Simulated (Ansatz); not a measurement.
# CH₅BN₂O: up Jacob's ladder to CCSD(T)

One table from this session's results is given with a row withheld; the runs are named, their logs left out.

Program: Ansatz 0.2.0, Gaussian basis. Level of theory: functionals in def2-TZVPP, the program's frozen cores in correlated methods. These are calculated values, not measurements.

Levels to be run: LDA (SPW92), PBE-D4, revPBE-D4, BLYP-D4, r2SCAN-D4, B97M-V, PBE0-D4, B3LYP-D4, r2SCANh-D4, r2SCAN0-D4, HSE06-D4, BHLYP-D4, CAM-B3LYP-D4, LC-ωPBE, ωB97X-V, ωB97M-V, B2PLYP, PBE-QIDH; CCSD(T)/def2-SVP; CCSD(T)/def2-TZVPP; MP2/def2-QZVPP; extrapolation to the limit; RPA on PBE.

## Structure used throughout

All runs share one geometry, relaxed beforehand with PBE0-D4 in a triple-zeta def2 set.

SMILES `N=COBN`, 10 atoms, charge 0, spin multiplicity 1.

Atoms are counted from 1 here; the program's logs count them from 0.

Bond lengths: N1–C2 1.263 Å, N1–H6 1.015 Å, C2–O3 1.332 Å, C2–H7 1.094 Å, O3–B4 1.402 Å, B4–N5 1.384 Å, B4–H8 1.194 Å, N5–H9 1.009 Å, N5–H10 1.004 Å. Angles: C2–N1–H6 110.1°, N1–C2–O3 124.8°, N1–C2–H7 125.0°, O3–C2–H7 110.3°, C2–O3–B4 126.6°, O3–B4–N5 123.5°, O3–B4–H8 114.5°, N5–B4–H8 122.0°, B4–N5–H9 120.9°, B4–N5–H10 122.0°, H9–N5–H10 117.1°.

Geometry (Å):

| atom | x (Å) | y (Å) | z (Å) |
| --- | --- | --- | --- |
| N1 | -0.2408 | 1.4808 | 0.5282 |
| C2 | 0.2233 | 0.5705 | 1.2698 |
| O3 | 0.4504 | -0.6836 | 0.8813 |
| B4 | 0.2219 | -1.2172 | -0.3953 |
| N5 | -0.2868 | -0.4811 | -1.4505 |
| H6 | -0.3237 | 2.3473 | 1.0498 |
| H7 | 0.4964 | 0.6966 | 2.3212 |
| H8 | 0.5029 | -2.3727 | -0.5075 |
| H9 | -0.5189 | 0.4947 | -1.3381 |
| H10 | -0.4416 | -0.8866 | -2.3556 |

The first run:

File in.yaml:

```yaml
crystal:
  periodic: [false, false, false]
  atoms:
    - {symbol: N, position_ang: [-0.240833, 1.480841, 0.528158]}
    - {symbol: C, position_ang: [0.223287, 0.570470, 1.269812]}
    - {symbol: O, position_ang: [0.450408, -0.683615, 0.881264]}
    - {symbol: B, position_ang: [0.221888, -1.217222, -0.395343]}
    - {symbol: N, position_ang: [-0.286814, -0.481100, -1.450536]}
    - {symbol: H, position_ang: [-0.323724, 2.347323, 1.049769]}
    - {symbol: H, position_ang: [0.496352, 0.696616, 2.321199]}
    - {symbol: H, position_ang: [0.502922, -2.372664, -0.507525]}
    - {symbol: H, position_ang: [-0.518911, 0.494716, -1.338095]}
    - {symbol: H, position_ang: [-0.441575, -0.886564, -2.355602]}
basis:
  gaussian: {orbitals: def2-TZVPP}
hamiltonian: {xc: lda}
output: {orbitals: {seedname: orbitals}}
```

Command:

```bash
$ ansatz run in.yaml --threads 2 --pin off --events-out ev --progress --plain --max-ram 4352MiB
```

Among the steps run: LDA; PBE-D4 (GGA); revPBE-D4 (GGA); BLYP-D4 (GGA); r2SCAN-D4 (meta-GGA); B97M-V (meta-GGA); B3LYP-D4 (hybrid); r2SCANh-D4 (hybrid); r2SCAN0-D4 (hybrid); HSE06-D4 (hybrid); BHLYP-D4 (hybrid); CAM-B3LYP-D4 (range-separated); LC-ωPBE (range-separated); ωB97X-V (range-separated); ωB97M-V (range-separated); B2PLYP (double hybrid); PBE-QIDH (double hybrid).

One of the session's tables, all rows but one given; the rest of the session is left out.

```
  functional  HOMO (eV)  gap (eV)
 LDA (SPW92)      -6.81      5.35
      PBE-D4      -6.64      5.47
   revPBE-D4      -6.57      5.50
     BLYP-D4      -6.50      5.45
   r2SCAN-D4          ?         ?
      B97M-V      -6.96      6.16
     PBE0-D4      -7.99      7.91
    B3LYP-D4      -7.74      7.40
  r2SCANh-D4      -7.42      6.91
  r2SCAN0-D4      -8.19      8.28
    HSE06-D4      -7.58      7.12
    BHLYP-D4      -9.24     10.34
CAM-B3LYP-D4      -9.40     10.48
     LC-ωPBE     -10.79     13.09
     ωB97X-V     -10.41     12.64
     ωB97M-V     -10.33     12.42
```

Estimate the missing values for r2SCAN-D4.

Worked estimate for «HOMO (eV)». Against the share of exact exchange, r2SCANh-D4 (0.1, -7.42), r2SCAN0-D4 (0.25, -8.19) give a slope of -5.13 per unit share; at 0 the line stands at -6.91.

The run gave: HOMO (eV): -6.91; gap (eV): 6.01. In «HOMO (eV)» the line misses by 0.00.
